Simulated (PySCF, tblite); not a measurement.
**C5H9ClO: infrared bands and NMR shifts**

Aim: predict the infrared bands and NMR shifts of C5H9ClO (`C/C=C(/CO)CCl`).

The runs use tblite 0.8.0 and PySCF 2.14.0, with density-fitted response routines of our own; the level of theory stands in each step. All values are computed, except where a source is named. Atoms are numbered from 0 throughout.

## 1. The molecule as given

16 atoms, charge 0, multiplicity 1; geometry from: GFN2-xTB.

Bonds of the start (Å): C0–C1 1.49, C1–C2 1.33, C2–C3 1.51, C3–O4 1.41, C2–C5 1.49, C5–Cl6 1.80, C0–H7 1.09, C0–H8 1.09, C0–H9 1.08, C1–H10 1.08, C3–H11 1.10, C3–H12 1.09, O4–H13 0.96, C5–H14 1.09, C5–H15 1.09.

## 2. Infrared spectrum with GFN2-xTB

The job: settings as JSON, then the geometry in Å.

```
{"job": {"kind": "ir", "xc": "GFN2-xTB", "basis": "xTB"}, "charge": 0, "multiplicity": 1}
C     -2.005997     0.941628    -0.307566
C     -0.563772     0.979153     0.066958
C      0.268291    -0.054669     0.144548
C      1.705233     0.109691     0.580836
O      2.617965    -0.329692    -0.404115
C     -0.105488    -1.466123    -0.176094
Cl    -0.892138    -2.236733     1.248375
H     -2.588926     1.469704     0.445153
H     -2.157644     1.454840    -1.257590
H     -2.384758    -0.071758    -0.386577
H     -0.185461     1.965248     0.308049
H      1.903280     1.153869     0.856564
H      1.898987    -0.524586     1.451315
H      2.509197     0.214530    -1.191617
H     -0.813692    -1.543171    -0.999046
H      0.787326    -2.052988    -0.390604
```

**Question.** This job is followed by: GIAO PBE0/pcSseg-1 NMR shielding, non-relativistic, gas phase. Predict these results of the whole session: strongest single infrared mode (GFN2-xTB); zero-point energy (GFN2-xTB); ¹³C shifts against TMS (PBE0/pcSseg-1); ¹H shifts against TMS (PBE0/pcSseg-1, means over atoms taken as alike); ¹⁷O shifts against H2O (PBE0/pcSseg-1); ³⁵Cl shifts against HCl (PBE0/pcSseg-1).

The runs gave:

```
                                                              quantity                               value
                             strongest single infrared mode (GFN2-xTB)                341 cm⁻¹, 125 km/mol
                                          zero-point energy (GFN2-xTB)                       80.9 kcal/mol
                                ¹³C shifts against TMS (PBE0/pcSseg-1)  147.1, 138.1, 71.9, 43.2, 17.2 ppm
¹H shifts against TMS (PBE0/pcSseg-1, means over atoms taken as alike)    5.94, 4.40, 4.32, 1.96, 0.01 ppm
                                ¹⁷O shifts against H2O (PBE0/pcSseg-1)                            49.5 ppm
                               ³⁵Cl shifts against HCl (PBE0/pcSseg-1)                             121 ppm
```

What this shows: No mode is imaginary among the 42: a minimum at this level. The strongest single mode, at 341 cm⁻¹, moves mainly H13. GFN2-xTB is a fitted tight-binding method: band positions and strengths are rough. Its intensities can rank the bands wrongly. H10 (hydrogen on an alkene CH) lies farthest downfield among hydrogen, at 5.94 ppm; a vinylic proton, deshielded by the sp2 carbon and the C=C anisotropy. At PBE0/pcSseg-1: Shielding is most anisotropic at Cl6 (span 532 ppm, paramagnetic term -318 ppm).
